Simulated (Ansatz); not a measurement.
# C3H8Si (SMILES CC(C)[SiH]) at CCSD/6-31G(d) (spherical functions)

What is the electronic atomisation energy of C3H8Si at CCSD/6-31G* (spherical functions)? 

The calculation is run with Ansatz 0.2.0.

62 further runs of the same task are left out: 62 set aside as unsound or not needed.

## 1. The structure to begin with

C3H8Si has 12 atoms, charge 0, and is taken as a singlet. As SMILES, `CC(C)[SiH]`. The shape is that of a PBE0-D4/def2-TZVP optimisation. This is one conformer, not always the lowest.

Bond lengths: C1–C2 1.513 Å, C2–C3 1.532 Å, C2–Si4 1.900 Å, C1–H5 1.093 Å, C1–H6 1.093 Å, C1–H7 1.096 Å, C2–H8 1.091 Å, C3–H9 1.089 Å, C3–H10 1.146 Å, C3–H11 1.090 Å, Si4–H12 1.529 Å. Some angles: C1–C2–C3 114.4°, C1–C2–Si4 122.7°, C3–C2–Si4 84.0°, C1–C2–H8 111.2°, C3–C2–H8 110.2°, Si4–C2–H8 111.4°, C2–C1–H5 111.1°, C2–C1–H6 110.7°, C2–C1–H7 112.0°, C2–C3–H9 112.0°.

## 2. The energy at CCSD/6-31G(d) (spherical functions)

job.yaml reads:

```yaml
crystal:
  periodic: [false, false, false]
  atoms:
    - symbol: C
      position_ang: [-0.253100, 0.907000, -1.062800]
    - symbol: C
      position_ang: [0.097600, -0.436300, -0.460200]
    - symbol: C
      position_ang: [0.789900, -0.357500, 0.904100]
    - symbol: Si
      position_ang: [-1.169000, -1.505700, 0.467600]
    - symbol: H
      position_ang: [-0.840100, 0.787500, -1.976500]
    - symbol: H
      position_ang: [-0.850600, 1.498900, -0.364400]
    - symbol: H
      position_ang: [0.640200, 1.486400, -1.322400]
    - symbol: H
      position_ang: [0.694200, -1.034400, -1.150400]
    - symbol: H
      position_ang: [0.750400, 0.645900, 1.325000]
    - symbol: H
      position_ang: [0.284700, -1.010900, 1.698600]
    - symbol: H
      position_ang: [1.807500, -0.747500, 0.908500]
    - symbol: H
      position_ang: [-1.874800, -0.288600, 1.067000]
basis:
  gaussian:
    orbitals: 6-31G_st_-spherical.json
magnetization:
  spin_polarized: false
correlation:
  method: ccsd
  frozen_orbitals: {C: 1, H: 0, Si: 5}
accuracy: high
scf:
  omitted_lower_state_checks: [cluster_reference, increment]
```

The basis set 6-31G* is read from a file made from the Basis Set Exchange's data (not shown).

Run with:

```bash
$ ansatz run job.yaml --threads 1 --pin off --max-ram 3480MiB --events-out events.jsonl --progress --plain --runs-dir runs
```

Output (excerpt; [...] marks lines left out):

```text
Warning: RAYON_NUM_THREADS=1 ignored (pool sized by the plan → 1); use --threads N
Functional definition: HF
  name "HF"
[...]
1918 factors; integrals over basis functions are off by at most 3.9e-9 eV
[...]
mean field -11077.64368164 eV, -407.0958966038 hartree, gradient 7.9e-8 eV, S^2 0.000000; 0 other end points of the search recorded, 0 dependent functions left out
8 core orbitals not correlated: weight in the atoms' cores, before any rotation towards them, 1.000 or more for the frozen orbitals, at most 0.000 for the correlated occupied ones
reference -11077.64368164 eV, -407.0958966038 hartree; 12, 12 occupied and 56, 56 virtual orbitals, 1918 factors
second order -12.79122359 eV of doubles, -0.00000000 eV of singles
cycle   1  -13.74767829 eV  change   -9.6e-1 eV  update   9.2e-2
[...]
cycle  23  -14.30430864 eV  change   -1.2e-9 eV  update   1.1e-9
Total energy: -11091.94799029 eV, -407.6215702506 hartree
Checks for a lower state left out: cluster_reference, increment
```

Wall time 6.6 s (1 thread of Intel Xeon 6975P-C (Granite Rapids), shared host); peak memory 0.41 GiB.

## 3. The C atom, same level

molecule.yaml reads:

```yaml
crystal:
  periodic: [false, false, false]
  atoms:
    - symbol: C
      position_ang: [0.000000, 0.000000, 0.000000]
basis:
  gaussian: {orbitals: 6-31G_st_-spherical.json}
total_charge: 0
magnetization: {spin_polarized: true, initial_magnetization: 2}
correlation: {method: ccsd, frozen_orbitals: {C: 1}}
accuracy: high
scf: {omitted_lower_state_checks: [cluster_reference, increment]}
```

The basis set 6-31G* is read from a file made from the Basis Set Exchange's data (not shown).

Run with:

```bash
$ ansatz run molecule.yaml --threads 1 --pin off --max-ram 3480MiB --events-out events.jsonl --progress --plain --runs-dir runs
```

Output (excerpt; [...] marks lines left out):

```text
Warning: RAYON_NUM_THREADS=1 ignored (pool sized by the plan → 1); use --threads N
[... 2 set-up lines as earlier in the session ...]
[...]
96 factors; integrals over basis functions are off by at most 1.1e-9 eV
[...]
mean field -1025.34072536 eV, -37.6805766559 hartree, gradient 9.8e-8 eV, S^2 2.004711; 3 other end points of the search recorded, 0 dependent functions left out
1 core orbitals not correlated: weight in the atoms' cores, before any rotation towards them, 1.000 or more for the frozen orbitals, at most 0.000 for the correlated occupied ones
reference -1025.34072536 eV, -37.6805766559 hartree; 3, 1 occupied and 10, 12 virtual orbitals, 96 factors
second order -1.38407350 eV of doubles, -0.00000000 eV of singles
cycle   1  -1.72644698 eV  change   -3.4e-1 eV  update   4.3e-2
[...]
cycle  14  -1.89880599 eV  change   3.9e-10 eV  update  3.2e-10
Total energy: -1027.23953135 eV, -37.7503564890 hartree
Checks for a lower state left out: cluster_reference, increment
```

Run time: 0.12 s. Hardware: 1 thread of Intel Xeon 6975P-C (Granite Rapids), shared host.

## 4. The H atom: the energy at UHF/6-31G(d) (spherical functions)

job.yaml reads:

```yaml
crystal:
  periodic: [false, false, false]
  atoms:
    - {symbol: H, position_ang: [0.000000, 0.000000, 0.000000]}
basis:
  gaussian:
    orbitals: "6-31G*"
magnetization:
  spin_polarized: true
  initial_magnetization: 1
hamiltonian:
  xc: hf
accuracy: high
```

Run with:

```bash
$ ansatz run job.yaml --threads 1 --pin off --max-ram 3480MiB --events-out events.jsonl --progress --plain --runs-dir runs
```

Output:

```text
Warning: RAYON_NUM_THREADS=1 ignored (pool sized by the plan → 1); use --threads N
[... 2 set-up lines as earlier in the session ...]
  exchange = exact_x
  correlation = 0
3 factors; integrals over basis functions are off by at most 5.4e-10 eV
mean field evaluation 1: about -13.5385 eV, gradient 1.4e0 eV
mean field evaluation 2: about -13.5385 eV, gradient 1.4e0 eV
mean field evaluation 4: about -13.5577 eV, gradient 3.5e-5 eV
mean field evaluation 8: about -13.5576 eV, gradient 2.4e-12 eV
mean field -13.55760813 eV, -0.4982329092 hartree, gradient 4.4e-8 eV, S^2 0.750000; 0 other end points of the search recorded, 0 dependent functions left out
reference -13.55760813 eV, -0.4982329092 hartree; 1, 0 occupied and 1, 2 virtual orbitals, 3 factors
Total energy: -13.55760813 eV, -0.4982329092 hartree
```

Wall time 0.04 s (1 thread of Intel Xeon 6975P-C (Granite Rapids), shared host).

## 5. The Si atom

molecule.yaml reads:

```yaml
basis:
  gaussian:
    orbitals: 6-31G_st_-spherical.json
crystal:
  periodic: [false, false, false]
  atoms:
    - {symbol: Si, position_ang: [0.000000, 0.000000, 0.000000]}
magnetization:
  spin_polarized: true
  initial_magnetization: 2
scf:
  omitted_lower_state_checks: [cluster_reference, increment]
accuracy: high
correlation:
  method: ccsd
  frozen_orbitals: {Si: 5}
```

The basis set 6-31G* is read from a file made from the Basis Set Exchange's data (not shown).

Run with:

```bash
$ ansatz run molecule.yaml --threads 1 --pin off --max-ram 3480MiB --events-out events.jsonl --progress --plain --runs-dir runs
```

Output (excerpt; [...] marks lines left out):

```text
Warning: RAYON_NUM_THREADS=1 ignored (pool sized by the plan → 1); use --threads N
[... 2 set-up lines as earlier in the session ...]
[...]
141 factors; integrals over basis functions are off by at most 2.6e-9 eV
[...]
mean field -7859.49224410 eV, -288.8310126155 hartree, gradient 2.1e-8 eV, S^2 2.005964; 3 other end points of the search recorded, 0 dependent functions left out
5 core orbitals not correlated: weight in the atoms' cores, before any rotation towards them, 1.000 or more for the frozen orbitals, at most 0.000 for the correlated occupied ones
reference -7859.49224410 eV, -288.8310126155 hartree; 3, 1 occupied and 10, 12 virtual orbitals, 141 factors
second order -1.08411012 eV of doubles, -0.00000000 eV of singles
cycle   1  -1.38328212 eV  change   -3.0e-1 eV  update   5.0e-2
[...]
cycle  15  -1.52755425 eV  change  -1.0e-10 eV  update  1.8e-10
Total energy: -7861.01979835 eV, -288.8871491989 hartree
Checks for a lower state left out: cluster_reference, increment
```

It took 0.16 s on 1 thread of Intel Xeon 6975P-C (Granite Rapids), shared host.

## 6. Outcome

At CCSD/6-31G* (spherical functions), 8 core orbitals frozen:

```
                                             quantity          value
                               molecule: total energy  -407.62157 Eh
molecule: correlation energy (8 core orbitals frozen)     -525.7 mEh
                              molecule: T1 diagnostic          0.012
                                 C atom: total energy   -37.75036 Eh
   C atom: correlation energy (1 core orbital frozen)      -69.8 mEh
            C atom: ⟨S²⟩ of the reference determinant          2.005
                                C atom: T1 diagnostic          0.006
                                 H atom: total energy    -0.49823 Eh
                                         H atom: ⟨S²⟩          0.750
                                Si atom: total energy  -288.88715 Eh
 Si atom: correlation energy (5 core orbitals frozen)      -56.1 mEh
           Si atom: ⟨S²⟩ of the reference determinant          2.006
                               Si atom: T1 diagnostic          0.010
                        electronic atomisation energy      40.749 eV
```

Taking the molecule apart into free atoms costs 40.75 eV (940 kcal/mol), before zero-point energy and without spin-orbit coupling.
